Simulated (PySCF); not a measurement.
# C8H17N: the cost of one run

Programs: PySCF 2.14.0, with density-fitted response routines of our own. Each step states its level of theory. These are calculated values for one molecule, in the gas phase or a continuum, unless marked as measured. Atoms count from 0, in the outputs and in this text.

## 1. Starting geometry

26 atoms, charge 0, multiplicity 1; geometry from: GFN2-xTB. The atoms were then displaced at random by about 0.01 Å, so the start is not that level's minimum.

Bonds of the start (Å): C0–N1 1.47, N1–C2 1.42, C2–C3 1.55, C3–C4 1.50, N1–C5 1.48, C5–C6 1.53, C5–C7 1.52, C5–C8 1.54, C4–C2 1.51, C0–H9 1.09, C0–H10 1.06, C0–H11 1.10, C2–H12 1.10, C3–H13 1.09, C3–H14 1.05, C4–H15 1.10, C4–H16 1.08, C6–H17 1.08, C6–H18 1.09, C6–H19 1.07, C7–H20 1.08, C7–H21 1.08, C7–H22 1.09, C8–H23 1.09, C8–H24 1.06, C8–H25 1.06.

## 2. Relaxing the molecule at PBE0-D3(BJ)/def2-SVP

The job: settings as JSON, then the geometry in Å.

```
{"job": {"xc": "PBE0", "basis": "def2-SVP", "d3": "d3bj", "grid": 1, "shake": 0.01, "kind": "geom"}, "charge": 0, "multiplicity": 1}
C      0.347500    -1.879720    -0.502600
N      0.249020    -0.558630     0.134170
C      1.416380     0.204540    -0.156700
C      2.768580    -0.247400     0.446940
C      2.088550     1.002020     0.928380
C     -1.021620     0.165510    -0.062560
C     -1.345190     0.432620    -1.536890
C     -2.129620    -0.669160     0.559480
C     -0.966490     1.504710     0.704070
H     -0.512040    -2.475090    -0.184900
H      1.236300    -2.346990    -0.177780
H      0.347320    -1.798250    -1.598480
H      1.483610     0.627210    -1.169430
H      2.697990    -1.097550     1.120120
H      3.624300    -0.194100    -0.151820
H      2.532720     1.974110     0.689640
H      1.647540     0.991290     1.917370
H     -1.478870    -0.487860    -2.085520
H     -2.291850     0.977740    -1.598890
H     -0.601090     1.036620    -2.004130
H     -1.848510    -1.043100     1.527950
H     -3.025190    -0.080460     0.682950
H     -2.407870    -1.507680    -0.085060
H     -0.224750     2.165620     0.250180
H     -1.916830     1.978520     0.625390
H     -0.738070     1.350080     1.731390
```

Command:

```
> OMP_NUM_THREADS=1 python probes_run.py task.json out
```

The driver reads the jobs from task.json and runs them one after another.

Q: Estimate the wall time and peak memory of this first job on 1 thread of Intel Xeon Platinum 8488C, shared host.

About 3.8 min, with a peak of 0.97 GiB.
